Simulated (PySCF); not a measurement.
# BiH3(H2O): other functionals and bases at one geometry

One table from this session's results is given with a row withheld; the runs are named, their logs left out.

The runs use PySCF 2.14.0; several levels, as the steps say, no spin–orbit coupling.

1 further run of the same task is left out (for a known fault of the program).

### The starting structure

7 atoms, charge 0, spin multiplicity 1.

Bond lengths: Bi1–H2 1.792 Å, Bi1–H3 1.810 Å, Bi1–H4 1.792 Å, O5–H6 0.963 Å, O5–H7 0.963 Å. Angles: H2–Bi1–H3 90.1°, H2–Bi1–H4 90.9°, H3–Bi1–H4 90.1°, H6–O5–H7 103.7°.

Geometry (Å):

```
Bi   -0.3940   -0.5329    0.5329
H     0.7093    0.7962    1.0104
H     0.4690   -1.6578    1.6578
H     0.7093   -1.0104   -0.7962
O    -1.0392    1.6545   -1.6545
H    -1.6145    2.2982   -1.2268
H    -1.6145    1.2268   -2.2982
```

Formal oxidation states: Bi +3. An earlier session relaxed this geometry at PBE0, Bi def2-SVP with ECP60, H def2-SVP, O def2-SVP (singlet, point group Cs).

At PBE0 on the finer grid: E = -292.671920 Eh, HOMO -7.15 eV, LUMO 0.36 eV, Mulliken charge on Bi1 +0.18 e, largest force component 0.011 eV/Å. 

Levels to run: BLYP; PBE; PBE0, TZVP. Hardware: 2 threads of Intel Xeon Platinum 8259CL at 2.50GHz (Skylake/Cascade Lake), shared host.

Set-up of the first run:

run.py (the lines that set the calculation) reads:

```python
mol = gto.M(atom='''
Bi    -0.39396    -0.53290     0.53290
H      0.70929     0.79624     1.01039
H      0.46903    -1.65782     1.65782
H      0.70929    -1.01039    -0.79624
O     -1.03918     1.65449    -1.65449
H     -1.61449     2.29816    -1.22680
H     -1.61449     1.22680    -2.29816''',
    basis={'Bi': 'def2-SVP', 'H': 'def2-SVP', 'O': 'def2-SVP'},
    ecp={'Bi': 'def2-SVP'},
    charge=0, spin=0)
mf = dft.RKS(mol, xc='BLYP')
mf.grids.atom_grid = (75, 302)
mf = mf.density_fit()  # fitting sets: Bi def2-universal-JKFIT, H def2-universal-JKFIT, O def2-universal-JKFIT
mf.conv_tol = 1e-08; mf.max_cycle = 55
mf.kernel(dm0)  # dm0: the density of the relaxed state
```

On the command line:

```sh
OMP_NUM_THREADS=2 python run.py
```

Steps of the session up to this table: BLYP; PBE; PBE0, TZVP.

One table of the session follows, with a row left open; its other results are not shown here.

```
              level  HOMO (eV)  gap (eV)  charge on Bi1 (e)  dipole (D)  largest force component (eV/Å)
PBE0 (relaxed here)      -7.15      7.51               0.18        3.53                            0.01
               BLYP      -5.93      5.62               0.24        3.59                            0.87
                PBE          ?         ?                  ?           ?                               ?
         PBE0, TZVP      -7.27      7.32               0.13        3.56                            0.34
```

Estimate the missing values for PBE.

The run gave: HOMO (eV): -6.06; gap (eV): 5.69; charge on Bi1 (e): 0.16; dipole (D): 3.50; largest force component (eV/Å): 0.76. In the column «HOMO (eV)» it lies between PBE0 (relaxed here) (-7.15) and BLYP (-5.93).

In one basis the HOMO–LUMO gap runs from 5.62 eV (BLYP) to 7.51 eV (PBE0). The largest leftover force, 0.87 eV/Å with BLYP, stands at a geometry relaxed at another level. Total energies of different levels can't be compared.
